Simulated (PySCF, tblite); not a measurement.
# C₄H₉BF₂O: geometry, infrared bands and NMR shifts

Wanted: the infrared bands and NMR shifts of C₄H₉BF₂O (`CCCCOB(F)F`), by calculation.

The runs use tblite 0.8.0 and PySCF 2.14.0, with density-fitted response routines of our own; the level of theory stands in each step. All values are computed, except where a source is named. Atoms count from 0, in the outputs and in this text.

## 1. Starting geometry

17 atoms, charge 0, multiplicity 1; geometry from: force field or distance geometry start.

Bonds of the start (Å): C0–C1 1.49, C1–C2 1.56, C2–C3 1.52, C3–O4 1.40, O4–B5 1.47, B5–F6 1.46, B5–F7 1.45, C0–H8 1.13, C0–H9 1.10, C0–H10 1.11, C1–H11 1.08, C1–H12 1.12, C2–H13 1.09, C2–H14 1.12, C3–H15 1.09, C3–H16 1.12.

## 2. Optimising the geometry with GFN2-xTB

The job: settings as JSON, then the geometry in Å.

```
{"job": {"kind": "relax", "xc": "GFN2-xTB", "basis": "xTB"}, "charge": 0, "multiplicity": 1}
C     -2.716600     0.110000    -0.155200
C     -1.301300     0.297500    -0.595900
C     -0.355300    -0.289400     0.490200
C      1.041600    -0.045400    -0.055400
O      1.959600    -0.550300     0.872800
B      3.291000    -0.299200     0.301100
F      3.692900     1.102000     0.159400
F      4.294900    -1.326000     0.507600
H     -2.893200     0.879000     0.656200
H     -3.408800     0.247600    -0.996200
H     -2.789000    -0.887900     0.321400
H     -1.065400    -0.102100    -1.572600
H     -1.081700     1.392300    -0.543200
H     -0.538400    -1.359300     0.631600
H     -0.463000     0.299600     1.431300
H      1.186300    -0.523000    -1.023100
H      1.139400     1.066600    -0.140800
```

Started as:

```bash
$ OMP_NUM_THREADS=1 python probes_run.py task.json out
```

The driver reads the jobs from task.json and runs them one after another.

**Question.** This job is followed by: GFN2-xTB harmonic vibrations, gas phase; GIAO PBE0/pcSseg-1 NMR shielding, non-relativistic, gas phase. Predict these results of the whole session: strongest single infrared mode (GFN2-xTB); zero-point energy (GFN2-xTB); 13C shifts against TMS (PBE0/pcSseg-1); 1H shifts against TMS (PBE0/pcSseg-1, means over atoms taken as alike); 17O shifts against H2O (PBE0/pcSseg-1); 11B shifts against BF3·OEt2 (PBE0/pcSseg-1); 19F shifts against CFCl3 (PBE0/pcSseg-1, means over atoms taken as alike).

**Answer**, as computed:

| quantity | value |
| --- | --- |
| strongest single infrared mode (GFN2-xTB) | 1420 cm⁻¹, 610 km/mol |
| zero-point energy (GFN2-xTB) | 84.6 kcal/mol |
| 13C shifts against TMS (PBE0/pcSseg-1) | 70.3, 39.5, 22.3, 16.6 ppm |
| 1H shifts against TMS (PBE0/pcSseg-1, means over atoms taken as alike) | 4.11, 1.59, 1.16, 1.11 ppm |
| 17O shifts against H2O (PBE0/pcSseg-1) | 101.4 ppm |
| 11B shifts against BF3·OEt2 (PBE0/pcSseg-1) | 12.5 ppm |
| 19F shifts against CFCl3 (PBE0/pcSseg-1, means over atoms taken as alike) | -138.4 ppm |

What this shows: Over 154 steps the energy fell by 1.991 eV; of the close pairs, O4–B5 changed most, 1.471 to 1.315 Å. All 45 modes are real, so the xTB geometry is a minimum. GFN2-xTB is a fitted tight-binding method: band positions and strengths are rough. Its intensities can rank the bands wrongly. H15, H16 (mean) (hydrogen on an sp3 CH2 bonded to O) lies farthest downfield among hydrogen, at 4.11 ppm; its carbon carries O, an electronegative neighbour.
